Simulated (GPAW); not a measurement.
Write an ASE script for GPAW 26.7.0 that does the following.

* Task: single point
* Functional: PBE
* Potentials or basis: GPAW PAW data sets (gpaw-data 1.2.1)
* Cutoff: 600 eV
* Basis: pw
* k mesh: 3 × 3 × 3
* Occupations: fermi-dirac, width 0.05 eV
* Spin: collinear spin, ferromagnetic start
* Starting moments: [5.0, 5.0, 0.0, 0.0, 0.0, 0.0, 0.0, 0.0] μB
* Maxiter: 120
* Convergence: default

The system is MnO3.

```
CELL_PARAMETERS angstrom
-2.84454 3.13817 2.60640
2.84454 -3.13817 2.60640
2.84454 3.13817 -2.60640
ATOMIC_POSITIONS crystal
Mn 0.00000 0.00000 0.00000
Mn 0.50000 0.00000 0.50000
O 0.89067 0.50000 0.89067
O 0.10933 0.00000 0.60933
O 0.89067 0.00000 0.39067
O 0.10933 0.50000 0.10933
O 0.43395 0.18395 0.25000
O 0.56605 0.81605 0.75000
```

The cell comes from a database or a generator and needn't be the stable form of this composition.

One way to write it, as run:

run.py

```python
from ase import Atoms
from ase.dft.bandgap import bandgap
from ase.io import write
from ase.units import GPa
from gpaw import GPAW, PW

atoms = Atoms(['Mn', 'Mn', 'O', 'O', 'O', 'O', 'O', 'O'],
              cell=[[-2.844543, 3.138173, 2.6064],
                    [2.844543, -3.138173, 2.6064],
                    [2.844543, 3.138173, -2.6064]],
              scaled_positions=[[0.0, 0.0, 0.0],
                                [0.5, 0.0, 0.5],
                                [0.890673, 0.5, 0.890673],
                                [0.109327, 0.0, 0.609327],
                                [0.890673, 0.0, 0.390673],
                                [0.109327, 0.5, 0.109327],
                                [0.433951, 0.183951, 0.25],
                                [0.566049, 0.816049, 0.75]],
              pbc=True)
atoms.set_initial_magnetic_moments([5.0, 5.0, 0.0, 0.0, 0.0, 0.0, 0.0, 0.0])

calc = GPAW(mode=PW(600),
            xc='PBE',
            kpts={'size': (3, 3, 3), 'gamma': True},
            occupations={'name': 'fermi-dirac', 'width': 0.05},
            nbands=57,
            maxiter=120,
            txt='gpaw.txt')
atoms.calc = calc
energy = atoms.get_potential_energy()
forces = atoms.get_forces()
stress = atoms.get_stress()
calc.write('gs.gpw')
write('result.traj', atoms)
print(f'Energy: {energy:.6f} eV')
print('Forces (eV/A):')
print(forces.round(4))
print('Stress (GPa):', (stress / GPa).round(3))
print('Moments:', calc.get_magnetic_moments().round(3))
print('Fermi level:', round(calc.get_fermi_level(), 4), 'eV')
print(f'Gap: {bandgap(calc)[0]:.4f} eV, direct: {bandgap(calc, direct=True)[0]:.4f} eV')
```

Potentials or basis: GPAW PAW data sets (gpaw-data 1.2.1), pw.

The run is started by

```console
$ OMP_NUM_THREADS=1 python run.py
```

Results of the run:

- Pressure: -13.4 GPa
- Largest force: 0.857 eV/Å
- Band gap on the k mesh: none (metal or under the smearing width)
- Net moment: 6.00 μB per cell
- Site moments: Mn +3.13; O -0.08, -0.00 μB

Caveat: the k mesh is coarse (spacing up to 0.54 Å⁻¹), so the values aren't converged; the cutoff is short for stress and forces, so pressures can be off by a GPa or more; semilocal functionals often make such compounds metallic where correlation or magnetic order opens a gap, which also shifts bond lengths; only a ferromagnetic start was run, and an antiferromagnetic order may lie lower in energy.

It took 2.3 min on 1 thread of Arm Neoverse V1 (shared host), peak memory 0.27 GiB.
